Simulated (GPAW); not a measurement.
The system is TbO.

```
CELL_PARAMETERS angstrom
0.00000 2.53813 2.53813
2.53813 0.00000 2.53813
2.53813 2.53813 0.00000
ATOMIC_POSITIONS crystal
Tb 0.00000 0.00000 0.00000
O 0.25000 0.25000 0.25000
```

The cell comes from a database or a generator and needn't be the stable form of this composition.

Base run:

- Program: GPAW 26.7.0
- Functional: PBE
- Potentials or basis: GPAW PAW data sets (gpaw-data 1.2.1)
- Cutoff: 600 eV
- Basis: pw
- k mesh: 6 × 6 × 6
- Occupations: gaussian, width 0.05 eV
- Spin: collinear spin, ferromagnetic start
- Starting moments: [6.0, 0.0] μB
- Hubbard terms: Tb f U = 1.5 eV

Its results: band gap on the k mesh none (metal or under the smearing width); pressure 16.3 GPa; net moment 5.89 μB per cell; site moments Tb +5.81; O -0.01 μB.

**Question.** The run is repeated on the same cell with these changes: hubbard terms from Tb f U = 1.5 eV to Tb f U = 9 eV. What comes out?

**Answer.** Band gap on the k mesh none (metal or under the smearing width); pressure 21.4 GPa; net moment 6.99 μB per cell; site moments Tb +6.17; O +0.03 μB.

Caveats: the cutoff is short for stress and forces, so pressures can be off by a GPa or more; one-centre terms of the f shell are cut off; the magnetic or orbital state may not be the lowest; spin-orbit coupling is left out, which moves the levels of the heavy elements.
